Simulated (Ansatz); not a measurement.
# In3SbTe2 (P-3m1) in Ansatz: reference runs

How does In3SbTe2 come out in PBE? The cell is run as given and disturbed.

Program: Ansatz 0.2.0. These are calculated values, not measurements. Logs are shortened: lines on timing, memory, paths and dates and some standing lists are left out, and cuts for length are marked.

## Step 1: Starting point

The structure is trigonal, space group P-3m1 (No. 164). Conventional cell: a = 4.428 Å, b = 4.428 Å, c = 10.756 Å, α = 90.00°, β = 90.00°, γ = 120.00°. Te (site symmetry 3m) is surrounded by 6 In at 3.15 Å. Around Sb (site symmetry -3m) lie 6 In at 3.06 Å. In (site symmetry 3m) is surrounded by 3 Sb at 3.06 Å and 3 Te at 3.15 Å. Around In (site symmetry -3m) lie 6 Te at 3.15 Å.

The cell comes from a database or a generator and needn't be the stable form of this composition.

## Step 2: Single point, PBE

input.yaml reads:

```yaml
crystal:
  lattice:
    - [4.4280963236, 0.0, 0.0]
    - [-2.2140481618, 3.8348439066, 0.0]
    - [0.0, 0.0, 10.756447]
  atoms:
    - { symbol: Te, position: [0.6666666667, 0.3333333333, 0.328314] }
    - { symbol: Te, position: [0.3333333333, 0.6666666667, 0.671686] }
    - { symbol: Sb, position: [0.0, 0.0, 0.0] }
    - { symbol: In, position: [0.6666666667, 0.3333333333, 0.843074] }
    - { symbol: In, position: [0.3333333333, 0.6666666667, 0.156926] }
    - { symbol: In, position: [0.0, 0.0, 0.5] }
hamiltonian:
  xc: pbe
  pseudopotentials: { kind: paw }
kpoints:
  mp_grid: { grid: [7, 7, 3] }
scf:
  occupations: { method: fermi_dirac, width: 0.05 }
output:
  forces: true
  stress: true
  eigenvalues: true
```

Potentials or basis: Ansatz PAW.

Run with:

```sh
$ ansatz run input.yaml --threads 2 --pin off --max-ram 5120MiB --backend cpu --events-out ev --progress --plain --runs-dir out
```

Output:

```text
Warning: RAYON_NUM_THREADS=2 ignored (pool sized by the plan → 2); use --threads N
Engine: ansatz 0.2.0, aarch64-unknown-linux-gnu
Pseudopotentials: kind: paw
Pseudopotential: Te, paw, valence charge 16, recommended cutoff 420 eV (normal), Te.paw.azcp
Pseudopotential: Sb, paw, valence charge 15, recommended cutoff 420 eV (normal), Sb.paw.azcp
Pseudopotential: In, paw, valence charge 13, recommended cutoff 420 eV (normal), In.paw.azcp
Functional definition: PBE
  parameter kappa = 0.804
  parameter beta = 0.06672455060314922
  exchange = pbe_x(kappa = kappa, mu = beta*pi^2/3)
  correlation = pbe_c(beta = beta)
Crystal: 6 atoms, lattice volume = 182.656 Å³
Basis set: ecut = 420 eV, 3617 PW (Γ), exchange–correlation on 60×60×144 points (8 copies of the dense FFT grid, shifted against one another)
Bands: 52, of which v1, the nominal top of the filled ones, is band 43 counted from 1 (42 counted from 0)
Symmetry: 12 space group operations
Space group: P-3m1 (ITA 164), of the structure as read, at distance tolerance 5.7e-5 Å
k-points: 20 of 147
Non-local potential: Te, projectors of the file, l = 0: 2, l = 1: 2, l = 2: 2, l = 3: 2
Non-local potential: Sb, projectors of the file, l = 0: 2, l = 1: 2, l = 2: 2, l = 3: 2
Non-local potential: In, projectors of the file, l = 0: 2, l = 1: 2, l = 2: 2, l = 3: 2
PAW form: soft (Blöchl's): semilocal exchange-correlation on the pseudo side does not see the compensation charge
PAW one-centre angular grid: Te, 590 points (default); XC on 64 Gauss nodes
PAW one-centre angular grid: Sb, 590 points (default); XC on 64 Gauss nodes
PAW one-centre angular grid: In, 590 points (default); XC on 64 Gauss nodes
Initial density: superposition of atomic densities (neutral atoms: chi_scale 0, normalization atom), corrected by the library's trained network
Initial wavefunctions: pseudopotential atomic-orbital guess
Functional: x = pbe(κ = 0.804, μ = 0.2195149727645171), c = pbe(β = 0.06672455060314922)
SCF iter   1: F=—  HF=-37239.156746 eV  |F-HF|=—  |Δ(HF+E_count)|=         —  Δρ=1.55e-3  dr2=3.23e-2  ethr=1.77e-3  ⟨swp⟩=7.4  Hψ=4050  notcnv=0  defer=9
preconditioner: auto → Kerker (q_TF=auto, 2.406 Å⁻¹)  [metal: Δε(μ)=0.075 eV  Ē_g=13.128 eV  σ=0.050 eV  W_gap=0.33  n_scr=50 (ndim 8)  ℏωp=20.6 eV  f_vac=0.009  D(μ)=2.25/eV (n_scr^D=4)]
SCF iter   2: F=—  HF=-37239.149184 eV  |F-HF|=—  |Δ(HF+E_count)|=   7.56e-3  Δρ=9.62e-4  dr2=1.45e-2  ethr=3.76e-5  ⟨swp⟩=2.1  Hψ=1575  notcnv=0  defer=30
SCF iter   3: F=—  HF=-37239.147947 eV  |F-HF|=—  |Δ(HF+E_count)|=   1.24e-3  Δρ=6.37e-4  dr2=1.32e-3  ethr=1.69e-5  ⟨swp⟩=2.6  Hψ=1374  notcnv=0  defer=30
SCF iter   4: F=—  HF=-37239.147686 eV  |F-HF|=—  |Δ(HF+E_count)|=   2.61e-4  Δρ=3.16e-4  dr2=3.65e-4  ethr=1.53e-6  ⟨swp⟩=1.9  Hψ=1426  notcnv=0  defer=30
SCF iter   5: F=—  HF=-37239.147645 eV  |F-HF|=—  |Δ(HF+E_count)|=   4.05e-5  Δρ=1.62e-4  dr2=5.93e-5  ethr=4.24e-7  ⟨swp⟩=2.1  Hψ=1581  notcnv=0  defer=30
SCF iter   6: F=—  HF=-37239.147648 eV  |F-HF|=—  |Δ(HF+E_count)|=   2.50e-6  Δρ=3.87e-5  dr2=3.43e-6  ethr=6.89e-8  ⟨swp⟩=2.0  Hψ=1562  notcnv=0  defer=30
SCF iter   7: F=—  HF=-37239.147649 eV  |F-HF|=—  |Δ(HF+E_count)|=   8.02e-7  Δρ=1.11e-5  dr2=4.11e-7  ethr=3.99e-9  ⟨swp⟩=2.0  Hψ=1661  notcnv=0  defer=30
SCF iter   8: F=—  HF=-37239.147649 eV  |F-HF|=—  |Δ(HF+E_count)|=   1.76e-7  Δρ=1.00e-5  dr2=1.59e-7  ethr=1.16e-10  ⟨swp⟩=11.7  Hψ=5122  notcnv=0
SCF iter   9: F=-37239.147649 eV  HF=-37239.147649 eV  |F-HF|=4.51e-10  |Δ(HF+E_count)|=   2.30e-8  Δρ=1.78e-6  dr2=7.80e-9  ethr=1.16e-10  ⟨swp⟩=4.5  Hψ=3559  notcnv=0
SCF 1 converged in 9 iterations: F = -37239.147649 eV  dr2 = 7.80e-9
SCF converged after 9 iterations
Free energy (F): -37239.147649 eV
Harris-Foulkes:  -37239.147649 eV  (|F-HF|=4.51e-10)
Internal energy: -37239.126471 eV  (E = F + TS)
E sigma→0 (E₀):  -37239.137060 eV
Entropy (-TS):   -0.021178 eV (-3.530 meV/atom)
Fermi energy:    8.981213 eV
--- Per-component energies (eV) ---
  E_band       = -806.435308
  E_kinetic    = 1290.951823
  E_local      = -7565.640849  (includes V_loc(G=0)·N_el)
  E_nonlocal   = 842.607420
  E_hartree    = 3693.084931
  E_xc         = -1032.277314
  E_vxc        = -601.201645  (∫ρ·V_xc dr)
  E_paw        = -26361.505442  (= ΣΔE_a)
  E_vpaw       = -2159.313793  (= ΣTr[D̂ρ^β])
  E_aug_tail   = -0.000297  (compensation charges beyond the density's cutoff)
  E_ewald      = -8106.346744
  E_smearing   = -0.021178  (= −TS)
  E_closure    = 0.000000  (closes the sum)
  Σ components = -37239.147649   (vs F -37239.147649, Δ=0.00e0)
--- Forces (eV/Å), atoms counted from 1 ---
  atom   1  Te    -0.00000000     0.00000000     0.08054684
  atom   2  Te    -0.00000000    -0.00000000    -0.08054684
  atom   3  Sb     0.00000000     0.00000000     0.00000000
  atom   4  In     0.00000000     0.00000000     0.14447264
  atom   5  In     0.00000000    -0.00000000    -0.14447264
  atom   6  In    -0.00000000    -0.00000000     0.00000000
  max |Σ_I F_I| component: 1.16e-18 eV/Å
--- Stress (GPa, compression-positive) ---
       -0.487898       0.000000       0.000000
       -0.000000      -0.487898       0.000000
        0.000000       0.000000       0.193855
  P = ⅓ Tr σ = -0.2606 GPa (-2.606 kbar)
--- Band table (eV; the first three rows and the last of 20) ---
  k-point 0: bands = ["-27.7903", "-27.7903", "-27.7901", "-27.7901", "-27.7896", "-27.7894", "-27.7869", "-27.7869", "-27.7867", "-27.7867", "-19.5242", "-19.5242", "-19.5153", "-19.5120", "-19.5120", "-5.5978", "-5.5978", "-5.5817", "-5.5817", "-5.5692", "-5.5646", "-5.5646", "-5.5563", "-5.5563", "-5.5459", "-5.5416", "-5.5326", "-5.5326", "-5.5170", "-5.5170", "-2.9567", "-2.4238", "-1.0377", "3.4477", "3.4478", "7.2156", "7.6731", "7.6731", "7.7673", "7.7673", "7.9989", "8.8806", "8.8806", "10.3102", "10.3483", "11.6807", "11.6807", "11.6908", "11.8443", "11.8443", "12.0786", "14.4489"]
  k-point 1: bands = ["-27.7903", "-27.7903", "-27.7901", "-27.7901", "-27.7896", "-27.7894", "-27.7869", "-27.7869", "-27.7867", "-27.7867", "-19.5242", "-19.5242", "-19.5153", "-19.5120", "-19.5120", "-5.5993", "-5.5993", "-5.5790", "-5.5790", "-5.5691", "-5.5632", "-5.5632", "-5.5583", "-5.5583", "-5.5460", "-5.5414", "-5.5339", "-5.5339", "-5.5161", "-5.5161", "-2.9122", "-2.5130", "-0.9460", "2.6581", "4.6726", "6.1170", "7.6635", "7.6635", "7.7771", "7.7771", "8.8922", "8.8922", "8.9290", "9.8576", "10.5299", "11.2414", "11.2414", "11.4374", "12.6516", "12.6516", "12.6687", "13.6871"]
  k-point 2: bands = ["-27.7904", "-27.7903", "-27.7902", "-27.7901", "-27.7895", "-27.7893", "-27.7869", "-27.7867", "-27.7867", "-27.7866", "-19.5243", "-19.5240", "-19.5149", "-19.5121", "-19.5116", "-5.6163", "-5.5965", "-5.5932", "-5.5773", "-5.5701", "-5.5666", "-5.5648", "-5.5607", "-5.5534", "-5.5437", "-5.5394", "-5.5314", "-5.5294", "-5.5187", "-5.5147", "-2.8202", "-2.2985", "-0.8651", "3.5134", "3.5714", "5.8279", "6.6841", "7.2488", "7.5673", "7.6764", "8.0157", "8.7298", "9.1353", "9.5008", "10.5100", "11.2743", "11.5283", "12.1075", "12.9323", "12.9424", "13.3287", "13.7979"]
  k-point 19: bands = ["-27.7906", "-27.7904", "-27.7904", "-27.7901", "-27.7889", "-27.7889", "-27.7865", "-27.7864", "-27.7862", "-27.7861", "-19.5244", "-19.5239", "-19.5134", "-19.5113", "-19.5104", "-5.6662", "-5.6464", "-5.6304", "-5.5849", "-5.5785", "-5.5669", "-5.5604", "-5.5554", "-5.5488", "-5.5355", "-5.5327", "-5.5221", "-5.5162", "-5.5130", "-5.5062", "-1.8342", "-1.7028", "0.3257", "3.2047", "3.2642", "3.6865", "5.0606", "5.6642", "5.8498", "5.9176", "6.7392", "7.1334", "8.8364", "9.5866", "9.8039", "11.4624", "12.0299", "12.5755", "13.6915", "13.7653", "14.3208", "14.6778"]
```

Run time: 5.7 s. Hardware: 2 threads of Arm Neoverse V2, shared host; peak memory 0.53 GiB.

Results:

```yaml
Free_energy: -37239.1476 eV
Pressure: -0.3 GPa
Largest_force: 0.144 eV/Å
Band_gap_on_the_k_mesh: none (metal or under the smearing width)
```

Forces on the atoms (eV/Å):
```
Te   0.000  0.000  0.081
Te   0.000  0.000 -0.081
Sb   0.000  0.000  0.000
In   0.000  0.000  0.144
In   0.000  0.000 -0.144
In   0.000  0.000  0.000
```

## Step 3: Single point, PBE (atoms moved at random, drawn with an rms of 0.05 Å)

input.yaml reads:

```yaml
crystal:
  lattice:
    - [4.4280963236, 0.0, 0.0]
    - [-2.2140481618, 3.8348439066, 0.0]
    - [0.0, 0.0, 10.756447]
  atoms:
    - { symbol: Te, position: [0.660003, 0.334407, 0.330878] }
    - { symbol: Te, position: [0.324804, 0.644859, 0.668049] }
    - { symbol: Sb, position: [-0.013487, -0.007818, -0.006139] }
    - { symbol: In, position: [0.671603, 0.351538, 0.843827] }
    - { symbol: In, position: [0.334041, 0.665124, 0.158679] }
    - { symbol: In, position: [0.015296, 0.000254, 0.498596] }
hamiltonian:
  xc: pbe
  pseudopotentials: { kind: paw }
kpoints:
  mp_grid: { grid: [7, 7, 3] }
scf:
  occupations: { method: fermi_dirac, width: 0.05 }
output:
  forces: true
  stress: true
  eigenvalues: true
```

Potentials or basis: Ansatz PAW.

Run with:

```sh
$ ansatz run input.yaml --threads 2 --pin off --max-ram 5120MiB --backend cpu --events-out ev --progress --plain --runs-dir out
```

Wall time 36 s (2 threads of Arm Neoverse V2, shared host); peak memory 0.75 GiB.

Results (log left out):

```yaml
Free_energy: -37239.1186 eV
Pressure: -0.1 GPa
Largest_force: 0.247 eV/Å
Band_gap_on_the_k_mesh: none (metal or under the smearing width)
```

Forces on the atoms (eV/Å):
```
Te   0.102 -0.057 -0.041
Te  -0.030  0.127 -0.048
Sb   0.052  0.175  0.166
In   0.040 -0.233  0.067
In  -0.044  0.031 -0.228
In  -0.121 -0.042  0.084
```

Stress tensor (GPa, compression positive):
```
-0.60  0.05 -0.05
 0.05 -0.12  0.26
-0.05  0.26  0.38
```

Levels at points of the mesh, in eV from the Fermi level:
| k point | band 39 | band 40 | band 41 | band 42 | band 43 | band 44 | band 45 | band 46 | band 47 | band 48 |
| --- | --- | --- | --- | --- | --- | --- | --- | --- | --- | --- |
| (0.00, 0.00, 0.00) | -1.28 | -1.16 | -0.99 | -0.18 | -0.03 | 1.27 | 1.38 | 2.67 | 2.72 | 2.77 |
